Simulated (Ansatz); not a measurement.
# CH₆B₃Cl: up Jacob's ladder to CCSD(T)

Aim: compute CH₆B₃Cl with functionals from several rungs and with coupled cluster, and see how far each lands from CCSD(T) at the basis-set limit for the atomisation energy.

Computed with Ansatz 0.2.0, Gaussian basis. Level: functionals in def2-TZVPP, the program's frozen cores in correlated methods.

The runs, in order: LDA (SPW92), PBE-D4, revPBE-D4, BLYP-D4, r2SCAN-D4, B97M-V, PBE0-D4, B3LYP-D4, r2SCANh-D4, r2SCAN0-D4, HSE06-D4, BHLYP-D4, CAM-B3LYP-D4, LC-ωPBE, ωB97X-V, ωB97M-V, B2PLYP, PBE-QIDH; CCSD(T)/def2-SVP; CCSD(T)/def2-TZVPP; MP2/def2-QZVPP; extrapolation to the limit; RPA on PBE.

### 1 The geometry

An earlier PBE0-D4 in a triple-zeta def2 set relaxation fixed the geometry.

SMILES `BB(C)BCl`, 11 atoms, charge 0, spin multiplicity 1.

Atoms are counted from 1 here; the program's logs count them from 0.

Bond lengths: B1–B2 1.635 Å, B1–H6 1.200 Å, B1–H7 1.200 Å, B2–C3 1.578 Å, B2–B4 1.665 Å, C3–H8 1.091 Å, C3–H9 1.100 Å, C3–H10 1.092 Å, B4–Cl5 1.753 Å, B4–H11 1.197 Å. Angles: B2–B1–H6 122.2°, B2–B1–H7 121.4°, H6–B1–H7 116.4°, B1–B2–C3 123.6°, B1–B2–B4 117.7°, C3–B2–B4 118.7°, B2–C3–H8 115.5°, B2–C3–H9 104.0°, B2–C3–H10 114.0°, H8–C3–H9 107.1°, H8–C3–H10 109.5°, H9–C3–H10 105.8°, B2–B4–Cl5 119.0°, B2–B4–H11 125.1°, Cl5–B4–H11 115.9°.

### 2 LDA

This LDA is Slater exchange with PW92 correlation.

File in.yaml:

```yaml
crystal:
  periodic: [false, false, false]
  atoms:
    - {symbol: B, position_ang: [0.083579, 0.834545, 1.519839]}
    - {symbol: B, position_ang: [0.048297, -0.031784, 0.133114]}
    - {symbol: C, position_ang: [-1.285491, -0.479149, -0.582224]}
    - {symbol: B, position_ang: [1.503171, -0.399896, -0.588064]}
    - {symbol: Cl, position_ang: [2.151982, 0.691267, -1.797063]}
    - {symbol: H, position_ang: [0.059636, 2.033946, 1.524223]}
    - {symbol: H, position_ang: [0.166429, 0.297747, 2.590358]}
    - {symbol: H, position_ang: [-2.179685, -0.466189, 0.041956]}
    - {symbol: H, position_ang: [-1.429970, 0.273752, -1.371646]}
    - {symbol: H, position_ang: [-1.213642, -1.439999, -1.096780]}
    - {symbol: H, position_ang: [2.161096, -1.371242, -0.353015]}
basis:
  gaussian: {orbitals: def2-TZVPP}
hamiltonian: {xc: lda}
output: {orbitals: {seedname: orbitals}}
```

Further steps of the session: PBE-D4 (GGA); revPBE-D4 (GGA); BLYP-D4 (GGA); r2SCAN-D4 (meta-GGA); B97M-V (meta-GGA); PBE0-D4 (hybrid); B3LYP-D4 (hybrid); r2SCANh-D4 (hybrid); r2SCAN0-D4 (hybrid); HSE06-D4 (hybrid); BHLYP-D4 (hybrid); CAM-B3LYP-D4 (range-separated); LC-ωPBE (range-separated); ωB97X-V (range-separated); ωB97M-V (range-separated); B2PLYP (double hybrid); PBE-QIDH (double hybrid); CCSD(T) in def2-SVP; CCSD(T) in def2-TZVPP; MP2 in def2-QZVPP; RPA on PBE orbitals.

Before running them: what should the planned runs give, taken together? Wanted: atomisation energy, CCSD(T)/CBS; farthest beyond LDA; mean size of error, GGA; mean size of error, meta-GGA; mean size of error, hybrid; mean size of error, range-separated; mean size of error, double hybrid; gap, smallest and largest; T1 diagnostic.

As calculated:

| quantity | value |
| --- | --- |
| atomisation energy, CCSD(T)/CBS | 3920.9 kJ/mol |
| functionals within 19.6 kJ/mol (0.5 %) | BHLYP-D4, B2PLYP |
| farthest beyond LDA | PBE-D4 (+116.4 kJ/mol) |
| mean size of error, GGA | 58.1 kJ/mol |
| mean size of error, meta-GGA | 89.8 kJ/mol |
| mean size of error, hybrid | 58.5 kJ/mol |
| mean size of error, range-separated | 52.3 kJ/mol |
| mean size of error, double hybrid | 26.4 kJ/mol |
| gap, smallest and largest | 3.01 eV (LDA (SPW92)), 10.33 eV (LC-ωPBE) |
| T1 diagnostic | 0.0136 |
| triples share of the correlation energy | 3.9 % |

In words: The LDA atomisation energy is off by 542.3 kJ/mol (14 %): it overbinds. PBE-D4 misses by +116.4 kJ/mol. Double hybrids carry the basis error of their MP2 part in triple zeta, and no dispersion term here, so their miss is partly the set-up's. By mean error the best rung here is double hybrid (26.4 kJ/mol) and the worst beyond LDA is meta-GGA (89.8 kJ/mol). The reference freezes the cores and leaves out relativity and excitations past (T), so misses under about 19.6 kJ/mol can't be ranked. Hartree-Fock recovers 80 % of the binding; the rest is correlation. CCSD(T) in def2-SVP is off by -138.2 kJ/mol, which most functionals beat. Orbital gaps span 3.0 to 10.3 eV; exact exchange widens them.
